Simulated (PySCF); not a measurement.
**The bond of InSb, level by level, part 1 of 2**

One job finds the state of InSb, follows it along the bond with each method and fits the curves.

Computed with PySCF 2.14.0. Level: In def2-TZVPPD with ECP28, Sb def2-TZVPPD with ECP28, scalar-relativistic core potentials.

## (1) Set-up

The job is set up so:

```yaml
atoms: In, Sb
charge: 0
basis: In def2-TZVPPD with ECP28, Sb def2-TZVPPD with ECP28
Hamiltonian: scalar-relativistic core potentials
basis_functions: 112
electrons_treated: 44
masses_in_u: 114.9039, 120.9038
levels: PBE0, PBE, r²SCAN, MN15, M06, M06-L, PBEsol, r²SCANh, ωB97X-V, HF, MP2, SCS-MP2
grid: 80 radial by 434 angular points
occupations: held fixed by the projection of orbital angular momentum
dissociation_limit: In + Sb, each in its ground configuration
starting_distance_in_angstrom: 2.755
values_of_2S_to_try: 0, 2, 4
```

Launch:

```
> OMP_NUM_THREADS=2 python dia.py task.json out
```

After the search, every level is run at each distance in turn; below they are sorted by level.

## (2) Which determinant to follow

Unrestricted PBE0 solutions at 2.755 Å, counted from the lowest. The search isn't exhaustive.

```csv
2Ms+1,unpaired,term,E (eV),⟨S²⟩,⟨Lz²⟩,μ (D)
3,π ↑↑,³Σ⁻,0.00,2.01,0.00,-1.10
3,"σ ↑, π ↑",³Π,0.15,2.01,1.02,-2.62
1,π ↑↓,not assigned,0.27,1.01,2.02,-1.05
1,"σ ↓, π ↑",not assigned,0.35,1.02,1.02,-2.65
1,none,not assigned,1.08,0.00,2.01,-0.79
5,"σ ↑, π ↑↑↑",⁵Π,1.67,6.01,1.00,1.24
```

6 of 14 solutions are listed, lowest first.

A term symbol stands only where ⟨S²⟩ and ⟨Lz²⟩ are near those of a pure state. A positive dipole means In(−)Sb(+).

Followed over a short scan are these candidates:

```csv
2Ms+1,unpaired,R at minimum (Å),energy at minimum (eV)
3,π ↑↑,2.95,0.00
3,"σ ↑, π ↑",2.73,0.24
1,π ↑↓,2.94,0.27
1,"σ ↓, π ↑",2.71,0.44
1,none,2.94,1.08
```

The search made 18 SCF attempts at the starting distance; with the short scans it took 77 s of wall time (2 threads of Arm Neoverse V2, shared host).

## (3) First curve: PBE0

State followed: ³Σ⁻ (triplet), unpaired electrons π ↑↑. The scan is laid around 2.949 Å.

The SCF at the reference distance, 2.949 Å, printed:

```text
******** <class 'pyscf.dft.uks_symm.SymAdaptedUKS'> ********
method = SymAdaptedUKS
initial guess = minao
damping factor = 0
level_shift factor = 0
DIIS = <class 'pyscf.scf.diis.CDIIS'>
diis_start_cycle = 1
diis_space = 10
diis_damp = 0
SCF conv_tol = 1e-09
SCF conv_tol_grad = None
SCF max_cycles = 60
direct_scf = False
max_memory 4900 MB (current use 1189 MB)
number electrons alpha = 23  beta = 21
XC library pyscf.dft.libxc version 7.0.0
    S. Lehtola, C. Steigemann, M. J.T. Oliveira, and M. A.L. Marques.,  SoftwareX 7, 1–5 (2018)
XC functionals = PBE0
    C. Adamo and V. Barone.,  J. Chem. Phys. 110, 6158 (1999)
    M. Ernzerhof and G. E. Scuseria.,  J. Chem. Phys. 110, 5029 (1999)
small_rho_cutoff = 0
Overwritten attributes  get_jk get_hcore get_k get_j get_occ  of <class 'pyscf.dft.uks_symm.SymAdaptedUKS'>
<class 'pyscf.dft.uks_symm.SymAdaptedUKS'> does not have attributes  refdm
Set gradient conv threshold to 3.16228e-05
init E= -430.402884484259
cycle= 1 E= -430.400157698906  delta_E= 0.00273  |g|= 0.00453  |ddm|= 0.0202
cycle= 2 E= -430.400157505883  delta_E= 1.93e-07  |g|= 0.00523  |ddm|= 0.0144
cycle= 3 E= -430.400169395392  delta_E= -1.19e-05  |g|= 0.000431  |ddm|= 0.00701
cycle= 4 E= -430.400169455736  delta_E= -6.03e-08  |g|= 0.000156  |ddm|= 0.000701
cycle= 5 E= -430.400169476999  delta_E= -2.13e-08  |g|= 5.22e-05  |ddm|= 0.00045
cycle= 6 E= -430.400169480894  delta_E= -3.9e-09  |g|= 1.49e-05  |ddm|= 0.00017
cycle= 7 E= -430.400169481541  delta_E= -6.48e-10  |g|= 5.53e-06  |ddm|= 7.35e-05
Extra cycle  E= -430.400169481636  delta_E= -9.45e-11  |g|= 3.58e-06  |ddm|= 2.65e-05
converged SCF energy = -430.400169481636  <S^2> = 2.0081484  2S+1 = 3.0054273
```

Points of the scan, energies from the lowest:

```csv
R (Å),E (eV),μ (D),Mulliken charge of In (e),Mayer bond order,⟨S²⟩,HOMO (eV),LUMO (eV)
2.5361,0.5838,-0.11,0.17,1.17,2.01,-4.96,-3.57
2.6541,0.2538,-0.64,0.20,1.14,2.01,-5.00,-3.38
2.7721,0.0763,-1.18,0.21,1.11,2.01,-5.00,-3.20
2.8605,0.0154,-1.58,0.22,1.09,2.01,-5.00,-3.08
2.9490,0.0000,-1.98,0.23,1.08,2.01,-4.97,-2.97
3.0375,0.0193,-2.36,0.24,1.06,2.01,-4.94,-2.87
3.1554,0.0843,-2.86,0.25,1.03,2.01,-4.89,-2.76
3.3029,0.2077,-3.44,0.27,1.00,2.02,-4.80,-2.64
3.4798,0.3901,-4.07,0.29,0.96,2.03,-4.68,-2.55
3.7157,0.6520,-4.73,0.30,0.88,2.07,-4.52,-2.49
```

Fit: Re = 2.940 Å, ωe = 144.6 cm⁻¹, ωexe = 0.283 cm⁻¹, αe = 9.54e-05 cm⁻¹, Be = 0.03311 cm⁻¹, De = 1.72 eV, μ = -1.94 D.

Orbitals nearest the gap at 2.949 Å:

```csv
spin,orbital,ε (eV),filled,made of
β,π,-21.00,yes,In d 100 %
β,σ,-20.97,yes,In d 100 %
α,σ,-14.56,yes,Sb s 93 %
β,σ,-12.92,yes,"Sb s 88 %, In s 8 %"
α,σ,-9.46,yes,"In s 81 %, Sb p 13 %"
β,σ,-9.22,yes,"In s 82 %, Sb s 9 %, Sb p 9 %"
α,π,-6.07,yes,Sb p 92 %
α,π,-6.07,yes,Sb p 92 %
α,σ,-5.37,yes,"Sb p 60 %, In p 27 %, In s 12 %"
β,σ,-4.97,yes,"Sb p 54 %, In p 36 %"
β,π,-2.97,no,"Sb p 65 %, In p 33 %"
β,π,-2.97,no,"Sb p 65 %, In p 33 %"
α,π,-1.81,no,In p 91 %
α,π,-1.81,no,In p 91 %
```

Polarisability there: 174.1 bohr³ along the bond, 86.8 across it.

## (4) Fields at the reference distance

Orbitals, density, ELF and potential are computed afterwards from the orbital file.

Frontier orbitals at PBE0 (alpha spin), with the share of their density that lies nearest to each atom:

```csv
orbital,energy (eV),lies on
HOMO,-5.37,Sb2 58 %; In1 42 %
LUMO,-1.81,In1 88 %; Sb2 12 %
```

ELF in a plane through or near 2 of the atoms.

Values, 10 rows by 14 columns:
```
0.00 0.01 0.08 0.11 0.04 0.01 0.02 0.12 0.22 0.25 0.25 0.13 0.03 0.00
0.03 0.37 0.67 0.57 0.26 0.09 0.08 0.35 0.54 0.59 0.61 0.51 0.29 0.06
0.22 0.79 0.83 0.67 0.36 0.21 0.19 0.50 0.67 0.70 0.74 0.72 0.56 0.22
0.69 0.93 0.84 0.42 0.27 0.23 0.28 0.66 0.55 0.32 0.41 0.81 0.78 0.51
0.86 0.94 0.74 0.32 0.72 0.67 0.22 0.72 0.25 0.73 0.62 0.67 0.86 0.67
0.88 0.95 0.71 0.36 0.14 0.77 0.21 0.72 0.29 0.23 0.72 0.61 0.87 0.69
0.81 0.94 0.80 0.32 0.56 0.40 0.25 0.71 0.32 0.45 0.32 0.76 0.83 0.61
0.47 0.89 0.86 0.59 0.27 0.22 0.26 0.58 0.68 0.60 0.68 0.79 0.69 0.38
0.13 0.69 0.80 0.66 0.36 0.17 0.15 0.45 0.64 0.68 0.71 0.66 0.48 0.16
0.01 0.11 0.35 0.35 0.12 0.04 0.05 0.23 0.39 0.43 0.45 0.32 0.12 0.02
```
The map spans 8.1 Å across and 5.2 Å up, centred on the molecule. Atoms in the plane (x, y in Å): In1 (-1.5, 0.0), Sb2 (1.5, 0.0).

On the surface of density 0.002 e/bohr³ the electrostatic potential runs, from the 1st to the 99th percentile, from -0.73 V near Sb2 to 1.77 V near In1.

The spin density lies nearest to Sb2 91 %; In1 9 %.

Core electrons inside the core potentials are missing from the density.

## (5) Higher solutions at PBE0

State 2: ³Π (triplet), unpaired electrons σ ↑, π ↑, an excited solution.

Output of the SCF at 2.949 Å:

```text
[... 13 set-up lines left out, the same as in an earlier log ...]
max_memory 4900 MB (current use 1263 MB)
[... 8 set-up lines left out, the same as in an earlier log ...]
init E= -430.390607365935
cycle= 1 E= -430.38646075088  delta_E= 0.00415  |g|= 0.00504  |ddm|= 0.0219
cycle= 2 E= -430.386445487067  delta_E= 1.53e-05  |g|= 0.00752  |ddm|= 0.0201
cycle= 3 E= -430.386479871285  delta_E= -3.44e-05  |g|= 0.00133  |ddm|= 0.0119
cycle= 4 E= -430.386480668769  delta_E= -7.97e-07  |g|= 0.000484  |ddm|= 0.0025
cycle= 5 E= -430.386480992347  delta_E= -3.24e-07  |g|= 0.000102  |ddm|= 0.00123
cycle= 6 E= -430.386481061845  delta_E= -6.95e-08  |g|= 7.86e-05  |ddm|= 0.000797
cycle= 7 E= -430.386481085272  delta_E= -2.34e-08  |g|= 3.39e-05  |ddm|= 0.000343
cycle= 8 E= -430.386481098882  delta_E= -1.36e-08  |g|= 1.97e-05  |ddm|= 0.000345
cycle= 9 E= -430.386481104542  delta_E= -5.66e-09  |g|= 1.07e-05  |ddm|= 0.000306
cycle= 10 E= -430.386481105206  delta_E= -6.65e-10  |g|= 1.18e-06  |ddm|= 0.000123
Extra cycle  E= -430.38648110521  delta_E= -3.41e-12  |g|= 1.2e-06  |ddm|= 5.49e-06
converged SCF energy = -430.38648110521  <S^2> = 2.0216406  2S+1 = 3.0143926
```

Re = 2.713 Å, ωe = 170.2 cm⁻¹, ωexe = 0.424 cm⁻¹, αe = 0.000138 cm⁻¹, Be = 0.03887 cm⁻¹, μ = -2.49 D. Its minimum lies 0.24 eV above that of the lowest state.

State 3: Ms = 0 determinant of mixed spin (⟨S²⟩ = 1.01), unpaired electrons π ↑↓, an excited solution.

The SCF at the reference distance, 2.949 Å, printed:

```text
[... 14 set-up lines left out, the same as in an earlier log ...]
number electrons alpha = 22  beta = 22
[... 7 set-up lines left out, the same as in an earlier log ...]
init E= -430.392837079728
cycle= 1 E= -430.390076435783  delta_E= 0.00276  |g|= 0.00458  |ddm|= 0.0201
cycle= 2 E= -430.390075349982  delta_E= 1.09e-06  |g|= 0.00536  |ddm|= 0.0152
cycle= 3 E= -430.390088654979  delta_E= -1.33e-05  |g|= 0.000495  |ddm|= 0.00761
cycle= 4 E= -430.390088722671  delta_E= -6.77e-08  |g|= 0.000167  |ddm|= 0.000758
cycle= 5 E= -430.390088745559  delta_E= -2.29e-08  |g|= 4.67e-05  |ddm|= 0.000457
cycle= 6 E= -430.390088747623  delta_E= -2.06e-09  |g|= 8.93e-06  |ddm|= 0.000112
cycle= 7 E= -430.390088747733  delta_E= -1.1e-10  |g|= 2.37e-06  |ddm|= 2.43e-05
Extra cycle  E= -430.390088747738  delta_E= -4.32e-12  |g|= 1.81e-06  |ddm|= 6.58e-06
converged SCF energy = -430.390088747738  <S^2> = 1.007676  2S+1 = 2.2429231
```

Re = 2.934 Å, ωe = 146.7 cm⁻¹; the determinant mixes terms (⟨S²⟩ = 1.01, ⟨Lz²⟩ = 2.02), so these belong to no real state. Its minimum lies 0.27 eV above that of the lowest state.

State 4: Ms = 0 determinant of mixed spin (⟨S²⟩ = 1.02), unpaired electrons σ ↓, π ↑, an excited solution.

The SCF at the reference distance, 2.949 Å, printed:

```text
[... 22 set-up lines left out, the same as in an earlier log ...]
init E= -430.382889245746
cycle= 1 E= -430.378612726216  delta_E= 0.00428  |g|= 0.00523  |ddm|= 0.0224
cycle= 2 E= -430.378603108703  delta_E= 9.62e-06  |g|= 0.00742  |ddm|= 0.019
cycle= 3 E= -430.378631764663  delta_E= -2.87e-05  |g|= 0.00121  |ddm|= 0.0105
cycle= 4 E= -430.378632386125  delta_E= -6.21e-07  |g|= 0.000532  |ddm|= 0.00263
cycle= 5 E= -430.378632711482  delta_E= -3.25e-07  |g|= 0.000104  |ddm|= 0.00127
cycle= 6 E= -430.378632740722  delta_E= -2.92e-08  |g|= 5.47e-05  |ddm|= 0.000685
cycle= 7 E= -430.378632744923  delta_E= -4.2e-09  |g|= 1.21e-05  |ddm|= 0.000154
cycle= 8 E= -430.378632745594  delta_E= -6.71e-10  |g|= 6.54e-06  |ddm|= 6.88e-05
Extra cycle  E= -430.37863274583  delta_E= -2.36e-10  |g|= 8.02e-06  |ddm|= 4.01e-05
converged SCF energy = -430.37863274583  <S^2> = 1.0193333  2S+1 = 2.2532938
```

Re = 2.698 Å, ωe = 175.0 cm⁻¹; the determinant mixes terms (⟨S²⟩ = 1.02, ⟨Lz²⟩ = 1.02), so these belong to no real state. Its minimum lies 0.44 eV above that of the lowest state.

Energy (eV) from the lowest point of the lowest state:

```csv
R (Å),lowest,state 2,state 3,state 4
2.536,0.584,0.369,0.851,0.545
2.654,0.254,0.255,0.523,0.442
2.772,0.076,0.253,0.347,0.452
2.861,0.015,0.299,0.288,0.506
2.949,0.000,0.372,0.274,0.586
3.038,0.019,0.464,0.296,0.683
3.155,0.084,0.602,0.365,0.828
3.303,0.208,0.786,0.494,1.020
3.480,0.390,0.999,0.686,1.250
3.716,0.652,1.234,0.967,1.533
```

## (6) PBE

The SCF at the reference distance, 2.949 Å, printed:

```text
[... 17 set-up lines left out, the same as in an earlier log ...]
XC functionals = PBE
    J. P. Perdew, K. Burke, and M. Ernzerhof.,  Phys. Rev. Lett. 77, 3865 (1996)
    J. P. Perdew, K. Burke, and M. Ernzerhof.,  Phys. Rev. Lett. 78, 1396 (1997)
    J. P. Perdew, K. Burke, and M. Ernzerhof.,  Phys. Rev. Lett. 77, 3865 (1996)
    J. P. Perdew, K. Burke, and M. Ernzerhof.,  Phys. Rev. Lett. 78, 1396 (1997)
[... 2 set-up lines left out, the same as in an earlier log ...]
init E= -430.390583725533
cycle= 1 E= -430.392270587781  delta_E= -0.00169  |g|= 0.0327  |ddm|= 0.28
cycle= 2 E= -430.391598433628  delta_E= 0.000672  |g|= 0.0407  |ddm|= 0.117
cycle= 3 E= -430.392560429652  delta_E= -0.000962  |g|= 0.0137  |ddm|= 0.0856
cycle= 4 E= -430.392716374926  delta_E= -0.000156  |g|= 0.000656  |ddm|= 0.0258
cycle= 5 E= -430.392716558763  delta_E= -1.84e-07  |g|= 0.000259  |ddm|= 0.00213
cycle= 6 E= -430.392716606688  delta_E= -4.79e-08  |g|= 5.7e-05  |ddm|= 0.000488
cycle= 7 E= -430.392716608679  delta_E= -1.99e-09  |g|= 1.87e-05  |ddm|= 0.000139
cycle= 8 E= -430.392716608934  delta_E= -2.55e-10  |g|= 6.82e-06  |ddm|= 5.08e-05
Extra cycle  E= -430.392716608912  delta_E= 2.16e-11  |g|= 1.03e-05  |ddm|= 2.78e-05
converged SCF energy = -430.392716608912  <S^2> = 2.0059763  2S+1 = 3.0039815
```

Re = 2.970 Å, ωe = 138.7 cm⁻¹, ωexe = 0.281 cm⁻¹, αe = 9.61e-05 cm⁻¹, Be = 0.03243 cm⁻¹, De = 1.84 eV, μ = -1.86 D. 28 s of CPU time for 12 points, integrals apart.

## (7) r²SCAN (meta-GGA)

The SCF at the reference distance, 2.949 Å, printed:

```text
[... 13 set-up lines left out, the same as in an earlier log ...]
max_memory 4900 MB (current use 1264 MB)
[... 3 set-up lines left out, the same as in an earlier log ...]
XC functionals = R2SCAN
    J. W. Furness, A. D. Kaplan, J. Ning, J. P. Perdew, and J. Sun.,  J. Phys. Chem. Lett. 11, 8208-8215 (2020)
    J. W. Furness, A. D. Kaplan, J. Ning, J. P. Perdew, and J. Sun.,  J. Phys. Chem. Lett. 11, 9248-9248 (2020)
    J. W. Furness, A. D. Kaplan, J. Ning, J. P. Perdew, and J. Sun.,  J. Phys. Chem. Lett. 11, 8208-8215 (2020)
    J. W. Furness, A. D. Kaplan, J. Ning, J. P. Perdew, and J. Sun.,  J. Phys. Chem. Lett. 11, 9248-9248 (2020)
[... 2 set-up lines left out, the same as in an earlier log ...]
init E= -430.554295431109
cycle= 1 E= -430.555362005759  delta_E= -0.00107  |g|= 0.00643  |ddm|= 0.254
cycle= 2 E= -430.555334646019  delta_E= 2.74e-05  |g|= 0.00864  |ddm|= 0.0392
cycle= 3 E= -430.555389473032  delta_E= -5.48e-05  |g|= 0.00218  |ddm|= 0.0193
cycle= 4 E= -430.555391799068  delta_E= -2.33e-06  |g|= 0.000319  |ddm|= 0.00396
cycle= 5 E= -430.555391889424  delta_E= -9.04e-08  |g|= 0.000141  |ddm|= 0.00164
cycle= 6 E= -430.555391915941  delta_E= -2.65e-08  |g|= 3.44e-05  |ddm|= 0.000455
cycle= 7 E= -430.555391917084  delta_E= -1.14e-09  |g|= 1.17e-05  |ddm|= 0.000127
cycle= 8 E= -430.55539191736  delta_E= -2.77e-10  |g|= 5.8e-06  |ddm|= 6.14e-05
Extra cycle  E= -430.555391917386  delta_E= -2.58e-11  |g|= 7.19e-06  |ddm|= 3.33e-05
converged SCF energy = -430.555391917386  <S^2> = 2.0110548  2S+1 = 3.0073609
```

Re = 2.940 Å, ωe = 144.0 cm⁻¹, ωexe = 0.290 cm⁻¹, αe = 9.68e-05 cm⁻¹, Be = 0.03311 cm⁻¹, De = 1.74 eV, μ = -1.82 D. 39 s of CPU time for 12 points, integrals apart.

## (8) MN15

Log of the SCF at 2.949 Å:

```text
[... 17 set-up lines left out, the same as in an earlier log ...]
XC functionals = MN15
    H. S. Yu, X. He, S. L. Li, and D. G. Truhlar.,  Chem. Sci. 7, 5032-5051 (2016)
    H. S. Yu, X. He, S. L. Li, and D. G. Truhlar.,  Chem. Sci. 7, 5032-5051 (2016)
[... 2 set-up lines left out, the same as in an earlier log ...]
init E= -429.415125691343
cycle= 1 E= -429.427771114349  delta_E= -0.0126  |g|= 0.169  |ddm|= 0.758
cycle= 2 E= -429.429941913278  delta_E= -0.00217  |g|= 0.134  |ddm|= 0.433
cycle= 3 E= -429.434391800794  delta_E= -0.00445  |g|= 0.00534  |ddm|= 0.208
cycle= 4 E= -429.434402990238  delta_E= -1.12e-05  |g|= 0.00118  |ddm|= 0.0112
cycle= 5 E= -429.434403752604  delta_E= -7.62e-07  |g|= 0.000336  |ddm|= 0.00363
cycle= 6 E= -429.434403890452  delta_E= -1.38e-07  |g|= 0.000103  |ddm|= 0.00209
cycle= 7 E= -429.434403906466  delta_E= -1.6e-08  |g|= 4.22e-05  |ddm|= 0.000677
cycle= 8 E= -429.434403909157  delta_E= -2.69e-09  |g|= 1.47e-05  |ddm|= 0.000242
cycle= 9 E= -429.434403909843  delta_E= -6.86e-10  |g|= 7.53e-06  |ddm|= 0.000128
Extra cycle  E= -429.434403909954  delta_E= -1.11e-10  |g|= 7.31e-06  |ddm|= 4.57e-05
converged SCF energy = -429.434403909954  <S^2> = 2.0075965  2S+1 = 3.0050601
```

Re = 2.922 Å, ωe = 144.6 cm⁻¹, ωexe = 0.310 cm⁻¹, αe = 0.000102 cm⁻¹, Be = 0.03351 cm⁻¹, De = 1.68 eV, μ = -1.92 D.

## (9) M06 (hybrid meta-GGA)

Log of the SCF at 2.949 Å:

```text
[... 17 set-up lines left out, the same as in an earlier log ...]
XC functionals = M06
    Y. Zhao and D. G. Truhlar.,  Theor. Chem. Acc. 120, 215 (2008)
    Y. Zhao and D. G. Truhlar.,  Theor. Chem. Acc. 120, 215 (2008)
[... 2 set-up lines left out, the same as in an earlier log ...]
init E= -430.52046745107
cycle= 1 E= -430.524086614208  delta_E= -0.00362  |g|= 0.0224  |ddm|= 0.591
cycle= 2 E= -430.524020048331  delta_E= 6.66e-05  |g|= 0.0241  |ddm|= 0.115
cycle= 3 E= -430.524460528356  delta_E= -0.00044  |g|= 0.00542  |ddm|= 0.0481
cycle= 4 E= -430.524476063422  delta_E= -1.55e-05  |g|= 0.00143  |ddm|= 0.016
cycle= 5 E= -430.524477075286  delta_E= -1.01e-06  |g|= 0.000597  |ddm|= 0.00748
cycle= 6 E= -430.52447748672  delta_E= -4.11e-07  |g|= 0.000175  |ddm|= 0.00483
cycle= 7 E= -430.524477522904  delta_E= -3.62e-08  |g|= 4.66e-05  |ddm|= 0.000898
cycle= 8 E= -430.52447752534  delta_E= -2.44e-09  |g|= 1.62e-05  |ddm|= 0.000318
cycle= 9 E= -430.52447752561  delta_E= -2.7e-10  |g|= 3.48e-06  |ddm|= 7.99e-05
Extra cycle  E= -430.524477525626  delta_E= -1.6e-11  |g|= 2.8e-06  |ddm|= 1.95e-05
converged SCF energy = -430.524477525626  <S^2> = 2.0033303  2S+1 = 3.0022194
```

Re = 2.963 Å, ωe = 143.5 cm⁻¹, ωexe = 0.294 cm⁻¹, αe = 9.64e-05 cm⁻¹, Be = 0.03258 cm⁻¹, De = 2.11 eV, μ = -1.83 D. 59 s of CPU time for 12 points, integrals apart.

## (10) M06-L (meta-GGA)

Log of the SCF at 2.949 Å:

```text
[... 13 set-up lines left out, the same as in an earlier log ...]
max_memory 4900 MB (current use 1265 MB)
[... 3 set-up lines left out, the same as in an earlier log ...]
XC functionals = M06L
    Y. Zhao and D. G. Truhlar.,  J. Chem. Phys. 125, 194101 (2006)
    Y. Zhao and D. G. Truhlar.,  J. Chem. Phys. 125, 194101 (2006)
[... 3 set-up lines left out, the same as in an earlier log ...]
init E= -430.686574042225
cycle= 1 E= -430.689688797759  delta_E= -0.00311  |g|= 0.0394  |ddm|= 0.873
cycle= 2 E= -430.688039593781  delta_E= 0.00165  |g|= 0.0559  |ddm|= 0.208
cycle= 3 E= -430.690541667968  delta_E= -0.0025  |g|= 0.0135  |ddm|= 0.136
cycle= 4 E= -430.690649601663  delta_E= -0.000108  |g|= 0.00161  |ddm|= 0.0255
cycle= 5 E= -430.690650994883  delta_E= -1.39e-06  |g|= 0.000617  |ddm|= 0.00708
cycle= 6 E= -430.690651420046  delta_E= -4.25e-07  |g|= 0.000193  |ddm|= 0.00389
cycle= 7 E= -430.690651471406  delta_E= -5.14e-08  |g|= 3.79e-05  |ddm|= 0.000885
cycle= 8 E= -430.690651472141  delta_E= -7.34e-10  |g|= 1.92e-05  |ddm|= 0.000182
Extra cycle  E= -430.69065147191  delta_E= 2.3e-10  |g|= 2.68e-05  |ddm|= 9.62e-05
converged SCF energy = -430.69065147191  <S^2> = 2.0047861  2S+1 = 3.003189
```

Re = 2.983 Å, ωe = 136.6 cm⁻¹, ωexe = 0.305 cm⁻¹, αe = 0.000102 cm⁻¹, Be = 0.03215 cm⁻¹, De = 1.98 eV, μ = -1.72 D. 40 s of CPU time for 12 points, integrals apart.

## (11) PBEsol (GGA)

The SCF at the reference distance, 2.949 Å, printed:

```text
[... 17 set-up lines left out, the same as in an earlier log ...]
XC functionals = PBEsol
    J. P. Perdew, A. Ruzsinszky, G. I. Csonka, O. A. Vydrov, G. E. Scuseria, L. A. Constantin, X. Zhou, and K. Burke.,  Phys. Rev. Lett. 100, 136406 (2008)
    J. P. Perdew, A. Ruzsinszky, G. I. Csonka, O. A. Vydrov, G. E. Scuseria, L. A. Constantin, X. Zhou, and K. Burke.,  Phys. Rev. Lett. 100, 136406 (2008)
[... 2 set-up lines left out, the same as in an earlier log ...]
init E= -429.912990910284
cycle= 1 E= -429.915381801541  delta_E= -0.00239  |g|= 0.0663  |ddm|= 0.237
cycle= 2 E= -429.914491455266  delta_E= 0.00089  |g|= 0.0705  |ddm|= 0.197
cycle= 3 E= -429.916338723467  delta_E= -0.00185  |g|= 0.0193  |ddm|= 0.13
cycle= 4 E= -429.916691023572  delta_E= -0.000352  |g|= 0.00153  |ddm|= 0.0371
cycle= 5 E= -429.916691967629  delta_E= -9.44e-07  |g|= 0.000356  |ddm|= 0.00409
cycle= 6 E= -429.916692006578  delta_E= -3.89e-08  |g|= 0.000109  |ddm|= 0.000596
cycle= 7 E= -429.916692012229  delta_E= -5.65e-09  |g|= 2.95e-05  |ddm|= 0.000203
cycle= 8 E= -429.916692012651  delta_E= -4.21e-10  |g|= 8.64e-06  |ddm|= 6.88e-05
Extra cycle  E= -429.916692012626  delta_E= 2.47e-11  |g|= 1.26e-05  |ddm|= 3.1e-05
converged SCF energy = -429.916692012626  <S^2> = 2.0059367  2S+1 = 3.0039552
```

Re = 2.928 Å, ωe = 144.5 cm⁻¹, ωexe = 0.287 cm⁻¹, αe = 9.74e-05 cm⁻¹, Be = 0.03338 cm⁻¹, De = 1.99 eV, μ = -1.67 D. 16 s of CPU time for 12 points, integrals apart.

## (12) r²SCANh

Output of the SCF at 2.949 Å:

```text
[... 17 set-up lines left out, the same as in an earlier log ...]
XC functionals = HYB_MGGA_XC_R2SCANH
    M. Bursch, H. Neugebauer, S. Ehlert, and S. Grimme.,  J. Chem. Phys. 156, 134105 (2022)
[... 2 set-up lines left out, the same as in an earlier log ...]
init E= -430.529599848509
cycle= 1 E= -430.530159982539  delta_E= -0.00056  |g|= 0.0101  |ddm|= 0.178
cycle= 2 E= -430.530171644347  delta_E= -1.17e-05  |g|= 0.00887  |ddm|= 0.0342
cycle= 3 E= -430.530194085981  delta_E= -2.24e-05  |g|= 0.000727  |ddm|= 0.0152
cycle= 4 E= -430.530194285148  delta_E= -1.99e-07  |g|= 0.0005  |ddm|= 0.00269
cycle= 5 E= -430.530194463642  delta_E= -1.78e-07  |g|= 0.000112  |ddm|= 0.00139
cycle= 6 E= -430.530194480068  delta_E= -1.64e-08  |g|= 4.1e-05  |ddm|= 0.000359
cycle= 7 E= -430.530194484536  delta_E= -4.47e-09  |g|= 1.46e-05  |ddm|= 0.000223
cycle= 8 E= -430.530194485569  delta_E= -1.03e-09  |g|= 7.19e-06  |ddm|= 0.000142
cycle= 9 E= -430.530194485651  delta_E= -8.14e-11  |g|= 2.25e-06  |ddm|= 3.72e-05
Extra cycle  E= -430.530194485652  delta_E= -1.36e-12  |g|= 2.57e-06  |ddm|= 9.52e-06
converged SCF energy = -430.530194485652  <S^2> = 2.0114905  2S+1 = 3.0076506
```

Re = 2.933 Å, ωe = 145.4 cm⁻¹, ωexe = 0.291 cm⁻¹, αe = 9.66e-05 cm⁻¹, Be = 0.03327 cm⁻¹, De = 1.70 eV, μ = -1.86 D. 60 s of CPU time for 12 points, integrals apart.

(Continued in part 2 of 2.)
